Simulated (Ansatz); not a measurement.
# LuTl3: response to strain

Aim: deform LuTl3 (equal xy, yz and zx engineering shear strains of -1 %) and compute stress, forces and field gradients with LAPW, PAW and all-electron datasets made for the crystal.

Method: DFT PBEsol, scalar-relativistic, in Ansatz 0.2.0.

### Step 1. The starting structure

Symmetry: Pm-3m, No. 221, cubic system. Conventional cell: a = 4.653 Å, b = 4.653 Å, c = 4.653 Å, α = 90.00°, β = 90.00°, γ = 90.00°. Around Lu (site symmetry m-3m) lie 12 Tl at 3.29 Å. Tl (site symmetry 4/mmm) has 8 Tl at 3.29 Å and 4 Lu at 3.29 Å in its first shell of neighbours.

Structure file:

```cif
data_structure
_symmetry_space_group_name_H-M 'P 1'
_symmetry_Int_Tables_number 1
_cell_length_a 4.6530
_cell_length_b 4.6530
_cell_length_c 4.6530
_cell_angle_alpha 90.000
_cell_angle_beta 90.000
_cell_angle_gamma 90.000
_cell_volume 100.74
loop_
_atom_site_label
_atom_site_type_symbol
_atom_site_fract_x
_atom_site_fract_y
_atom_site_fract_z
_atom_site_occupancy
Lu1 Lu 0.00000 0.00000 0.00000 1
Tl1 Tl 0.00000 0.50000 0.50000 1
Tl2 Tl 0.50000 0.00000 0.50000 1
Tl3 Tl 0.50000 0.50000 0.00000 1
```

Atoms are numbered in the order of the input: Lu1, Tl2, Tl3, Tl4.

### Step 2. After the deformation

Space group Pm-3m before, R-3m after.

### Step 3. LAPW, all electrons

input.yaml

```yaml
crystal:
  lattice:
    - [4.653, -0.023265, -0.023265]
    - [-0.023265, 4.653, -0.023265]
    - [-0.023265, -0.023265, 4.653]
  atoms:
    - { symbol: Lu, position: [0.0, 0.0, 0.0] }
    - { symbol: Tl, position: [0.0, 0.5, 0.5] }
    - { symbol: Tl, position: [0.5, 0.0, 0.5] }
    - { symbol: Tl, position: [0.5, 0.5, 0.0] }
kpoints:
  mp_grid: { grid: [7, 7, 7] }
  band_path:
    path:
      - [0.0, 0.0, 0.0]
      - [0.5, 0.0, 0.0]
      - [0.5, -0.5, 0.5]
      - [0.4901240068, -0.5098759932, 0.4901240068]
      - [0.4901240068, 0.4901240068, 0.4901240068]
      - [0.0, 0.0, 0.0]
      - [0.5, -0.5, 0.0]
    npoints: 5
scf:
  occupations: { method: fermi_dirac, width: 0.08 }
hamiltonian:
  xc: pbesol
  pseudopotentials: { kind: all_electron, lapw: { basis_error: 0.001 } }
output:
  forces: true
  stress: true
  eigenvalues: true
```

Run with:

```sh
ansatz run input.yaml --threads 1 --pin off --max-ram 4096MiB --backend cpu --events-out ev --progress --plain --runs-dir out
```

### Step 4. PAW on the default files

input.yaml

```yaml
crystal:
  lattice:
    - [4.653, -0.023265, -0.023265]
    - [-0.023265, 4.653, -0.023265]
    - [-0.023265, -0.023265, 4.653]
  atoms:
    - { symbol: Lu, position: [0.0, 0.0, 0.0] }
    - { symbol: Tl, position: [0.0, 0.5, 0.5] }
    - { symbol: Tl, position: [0.5, 0.0, 0.5] }
    - { symbol: Tl, position: [0.5, 0.5, 0.0] }
kpoints:
  mp_grid: { grid: [7, 7, 7] }
scf:
  occupations: { method: fermi_dirac, width: 0.08 }
hamiltonian:
  xc: pbesol
  pseudopotentials: { kind: paw }
output:
  forces: true
  stress: true
  eigenvalues: true
  efg: { contact_densities: true }
```

### Step 5. Datasets made for this crystal

input.yaml, as its differences from that of step 4:

```diff
@@ -16,3 +16,3 @@
   xc: pbesol
-  pseudopotentials: { kind: paw }
+  pseudopotentials: { kind: all_electron, datasets: crystal }
 output:
```

(Steps that only read results are left out.)

Before running it: what results should come out? Wanted: pressure; largest shear or deviatoric stress.

As calculated:

```
                                 quantity                                              value
                                 pressure  LAPW -0.29, PAW -0.30, crystal datasets -0.29 GPa
largest shear or deviatoric stress (LAPW)                                           0.20 GPa
```

The largest part of the stress beyond the pressure is 0.20 GPa in size; the atoms are carried along and not relaxed. No run of the undeformed cell stands beside it, so pressure and stress hold what the given cell had before the change, as far as its symmetry allows. PAW: stress within 0.02 GPa of LAPW. Crystal datasets: stress within 0.01 GPa of LAPW. Spin-orbit coupling is left out, though the cell holds Tl; in elements this heavy it can shift bands and gaps by tenths of an eV.
